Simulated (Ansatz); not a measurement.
# Y3GeBr: the cost of one run

Method: reference: DFT PBE, plane waves, PAW, scalar-relativistic, no spin polarisation, in Ansatz 0.2.0.

### 1 The structure to begin with

Symmetry: R3m, No. 160, trigonal system. The conventional cell has a = 7.468 Å, b = 7.468 Å, c = 9.480 Å, α = 90.00°, β = 90.00°, γ = 120.00°. Around Y (site symmetry m) lie 1 Ge at 2.46 Å. Around Br (site symmetry 3m) lie 12 Y at 3.73 to 3.85 Å. Ge (site symmetry 3m) is surrounded by 3 Y at 2.46 Å.

Coordinates:

```
Y Br Ge
1.0
     3.73408    2.15587    3.16000
    -3.73408    2.15587    3.16000
     0.00000   -4.31175    3.16000
Y Br Ge
3 1 1
Direct
  0.50693 0.99874 0.50693
  0.50693 0.50693 0.99874
  0.99874 0.50693 0.50693
  0.01000 0.01000 0.01000
  0.53943 0.53943 0.53943
```

### 2 The reference run

File input.yaml:

```yaml
crystal:
  lattice:
    - [3.734082, 2.155869, 3.16]
    - [-3.734082, 2.155869, 3.16]
    - [0.0, -4.311747, 3.16]
  atoms:
    - { symbol: "Y", position: [0.50693, 0.99874, 0.50693] }
    - { symbol: "Y", position: [0.50693, 0.50693, 0.99874] }
    - { symbol: "Y", position: [0.99874, 0.50693, 0.50693] }
    - { symbol: Br, position: [0.01, 0.01, 0.01] }
    - { symbol: Ge, position: [0.53943, 0.53943, 0.53943] }
  symmetry: { tolerance: 0.0003 }
kpoints:
  mp_grid: { grid: [4, 4, 4], shift: [0, 0, 0] }
magnetization:
  spin_polarized: false
scf:
  occupations: { method: fermi_dirac }
hamiltonian:
  pseudopotentials: { kind: paw }
  xc: pbe
basis:
  ecutwfc: 420
output:
  forces: true
  stress: true
  eigenvalues: true
```

The run is started by

```bash
$ ansatz run input.yaml --threads 1 --pin off --max-ram 2560MiB --backend cpu --events-out ev --progress --plain --runs-dir out
```

What time and memory should one allow on 1 thread of Arm Neoverse V2, shared host?

About 5.3 s, with a peak of 0.35 GiB.
